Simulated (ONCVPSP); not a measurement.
# W: generating and testing an ONCV potential

Do these settings give a usable potential? It is generated, then checked for transferability, scattering, ghosts and hardness.

Program: ONCVPSP 4.0.1.1 (patched build). Reference atom: PBE, scalar-relativistic, spherical and spin-unpolarised. All values are calculated.

### 1 Starting point

The settings as typed:

```json
{"element": "tungsten (W, Z = 74)", "type": "optimised norm-conserving Vanderbilt (ONCV)", "frozen core": "[Kr] 4d10 4f14 5s2", "valence charge": "12", "reference configuration": "5p6 5d4 6s2", "partial waves": "6s: rc 2.00 bohr, ncon 3, nbas 7, qcut 2.8 1/bohr, 1 projector; 5p: rc 1.25 bohr, ncon 4, nbas 9, qcut 6 1/bohr, 2 projectors, debl 2.8 Ha; 5d: rc 2.35 bohr, ncon 4, nbas 8, qcut 6.8 1/bohr, 2 projectors, debl 2.2 Ha", "local potential": "polynomial inside 1.20 bohr (lpopt 5, dvloc0 0 Ha)", "core correction": "not asked for"}
```

An earlier all-electron run gives the scale for the radii.

All-electron outer shells of the reference configuration (PBE, scalar-relativistic, ld1.x):

```
shell  level (eV)  outermost node (bohr)  outermost maximum (bohr)
   5p      -43.20                   0.57                      1.09
   4f      -33.21                      –                      0.43
   6s       -5.71                   1.28                      2.67
   5d       -4.48                   0.63                      1.49
   6p       -1.36                   1.54                      3.75
```

### 2 The generation run

Input file W.dat:

```
# ATOM AND REFERENCE CONFIGURATION
# atsym  z   nc   nv     iexc    psfile
  W 74.00   11    3        4      upf
#
#   n    l    f
    1    0    2.00
    2    0    2.00
    2    1    6.00
    3    0    2.00
    3    1    6.00
    3    2   10.00
    4    0    2.00
    4    1    6.00
    4    2   10.00
    4    3   14.00
    5    0    2.00
    5    1    6.00
    5    2    4.00
    6    0    2.00
#
# PSEUDOPOTENTIAL AND OPTIMIZATION
# lmax
    2
#
#   l,   rc,      ep,       ncon, nbas, qcut
    0    2.00    0.00    3    7    2.80
    1    1.25    0.00    4    9    6.00
    2    2.35    0.00    4    8    6.80
#
# LOCAL POTENTIAL
# lloc, lpopt,  rc(5),   dvloc0
    4    5    1.20    0.00
#
# VANDERBILT-KLEINMAN-BYLANDER PROJECTORs
# l, nproj, debl
    0    1    0.30
    1    2    2.80
    2    2    2.20
#
# MODEL CORE CHARGE
# icmod, fcfact, rcfact
    0    0.00    0.00
#
# LOG DERIVATIVE ANALYSIS
# epsh1, epsh2, depsh
   -3.00    5.00    0.02
#
# OUTPUT GRID
# rlmax, drl
    6.00    0.01
#
# TEST CONFIGURATIONS
# ncnf
    4
# nvcnf
#   n    l    f
    3
    5    1    6.00
    5    2    4.00
    6    0    1.00
#
    3
    5    1    6.00
    5    2    4.00
    6    0    0.00
#
    3
    5    1    6.00
    5    2    3.00
    6    0    0.00
#
    3
    5    1    6.00
    5    2    5.00
    6    0    1.00
#
```

On the command line:

```console
$ oncvpsp.x < W.dat > W.out
```

**Question.** What will these runs give? Wanted: cutoffs for 1 and 0.1 mHa per electron, occupied waves; bound ghosts; GHOST(+) flags; largest test error; largest phase difference near zero energy, channels read.

The runs gave:

| quantity | value |
| --- | --- |
| cutoffs for 1 and 0.1 mHa per electron, occupied waves | 137 Ha and 175 Ha |
| bound ghosts | s at -216.64 eV |
| GHOST(+) flags | s at 8 eV |
| largest test error (AE − PS) | -17 meV, for 5p6 5d5 6s1 (2 tests unsolved) |
| largest phase difference near zero energy, channels read | 0.725 rad |

It has a bound ghost (s), a state that the atom doesn't have, and that rules the file out. By total energies transferability is good where solved: the largest error is 17 meV on 1.5 eV, for 5p6 5d5 6s1. Atomic tests can pass in spite of a ghost, since they solve only for the levels asked. Of the tests 2 gave no usable energy difference, which is a warning in itself. It counts as very hard, with 137 Ha needed at the looser tolerance. At the looser tolerance the 5p wave is the slowest; 6s needs 23 Ha. Near zero energy the largest phase difference among the channels read is 0.73 rad, in the s channel. The program also flags highly localised states, GHOST(+) (s). Note that the frozen 4f shell (-33 eV) lies higher than the valence 5p shell (-43 eV). These are tests on the free atom; a crystal test is still owed.
